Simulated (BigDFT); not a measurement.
Runs of BigDFT 1.9.6 on O2Ti. The cell holds a molecule in a box, 3 atoms: a = 11.000 Å, b = 11.000 Å, c = 11.000 Å, α = 90.00°, β = 90.00°, γ = 90.00°. 

| potentials or basis | largest force (eV/Å) |
| --- | --- |
| GTH-BLYP (O q6, Ti q12) | (b) |
| GTH-PADE (O q6, Ti q12) | (a) |
| GTH-PBE (O q6, Ti q12) | 1.64 |
| UZH-GTH-SCAN (O q6, Ti q12) | 1.72 |
| GTH-BP (O q6, Ti q12) | 1.63 |

Alike in all rows: task single point; level PBE; no spin polarisation; cell as given; smearing fixed; grid spacing 0.31 bohr.

Q: Fill in the values left out.

A: (a) 1.26; (b) 1.61.

Caveats: boundaries are free: the box only frames the coordinates; the potentials were made for another functional, which shifts forces and pressure (some runs).

Not every run made on this cell is shown here.
